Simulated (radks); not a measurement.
# Pt⁺ in [Xe] 4f14 5d9: an all-electron calculation

One table from this session's results is given with a row withheld; the runs are named, their logs left out.

Method: scalar-relativistic Kohn-Sham, HCTH/407, spin-unpolarised, spherical densities, finite nucleus. Code: radks (a radial shooting solver on a logarithmic mesh, Libxc functionals) version 1.

### What is computed

| Property | Result |
| --- | --- |
| element | platinum (Z = 78) |
| charge | +1 |
| electrons | 77 |
| configuration | [Xe] 4f14 5d9 |
| nuclear rms radius | 5.427 fm |

The outer shells:

Pt⁺
```
[Xe] core
4f [↑↓][↑↓][↑↓][↑↓][↑↓][↑↓][↑↓]
5d [↑↓][↑↓][↑↓][↑↓][↑ ]
```

Set-up of the first run:

The run's settings:

```text
Z 78
configuration [Xe] 4f14 5d9 6s0 6p0
relativity scalar-relativistic
functional hcth_407
spin unpolarised
nucleus finite rms 5.427 fm
c 137.035999084
```

Steps of the session up to this table: Self-consistent calculation.

One table of the session follows, with a row left open; its other results are not shown here.

It belongs to the step «Orbitals and density». Radial moments (bohr):

```
level      <r>  outermost maximum (interpolated)  90 % within  nodes
   1s  0.01716                            0.0106       0.0313      0
   2s  0.07237                            0.0612        0.112      1
   2p  0.06522                            0.0506        0.106      0
   3s   0.1871                             0.173        0.274      2
   3p   0.1881                             0.172        0.281      1
   3d   0.1703                             0.140        0.264      0
   4s   0.4149                             0.390        0.595      3
   4p   0.4415                             0.410        0.640      2
   4d   0.4674                             0.418        0.698      1
   5s   0.9517                             0.868         1.36      4
   4f   0.5140                             0.384        0.829      0
   5p    1.102                             0.977         1.60      3
   5d    1.631                              1.25         2.56      2
   6s        ?                                 ?            ?      ?
   6p    3.716                              3.23         5.46      4
```

**Question.** Estimate the row for 6s.

The run gave: <r>: 2.731; outermost maximum (interpolated): 2.29; 90 % within: 4.05; nodes: 5. In the column «<r>» it lies between 5d (1.631) and 6p (3.716).

Limits of these values: Spin polarisation and multiplet splitting are left out.
